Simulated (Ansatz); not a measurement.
Runs of Ansatz 0.2.0 on TeRu. It takes space group P-6m2 (No. 187, hexagonal). Conventional cell: a = 3.795 Å, b = 3.795 Å, c = 3.704 Å, α = 90.00°, β = 90.00°, γ = 120.00°. Around Ru (site symmetry -6m2) lie 6 Te at 2.87 Å. Te (site symmetry -6m2) is surrounded by 6 Ru at 2.87 Å. The cell comes from a database or a generator and needn't be the stable form of this composition.

```csv
level,spin,U,gap on the mesh (eV),pressure (GPa),moment (μB)
PBEsol+U,"collinear, ferromagnetic start",Ru d U = 4 eV,none,-10.7,1.71
PBEsol+U,"collinear, program default start",Ru d U = 2 eV,none,-18.7,(a)
PBEsol+U,"non-collinear, random start",Ru d U = 4 eV,none,-2.2,2.06
LDA+U,off,Ru d U = 2 eV,none,(b),-
```

Alike in all rows: task single point; potentials or basis Ansatz PAW; cell as given; k mesh 6 × 6 × 5; cutoff (eV) 420; smearing gaussian 0.05 eV.

Question: Estimate the missing entries.

Answer: (a) 0.00; (b) -20.7.

Caveats: the PAW data sets come from PBE, with cores solved anew for the run's functional, which leaves a small shift of forces and pressure; the U is typed as a test and isn't derived for this compound; the magnetic or orbital state may not be the lowest (some runs); U without spin polarisation on a metal has little footing (some runs).

A k mesh can miss the band edges, and the runs leave out spin-orbit coupling on Ru, Te.

A gap of «none» marks a metal or a gap under the smearing width.

Not every run made on this cell is shown here.
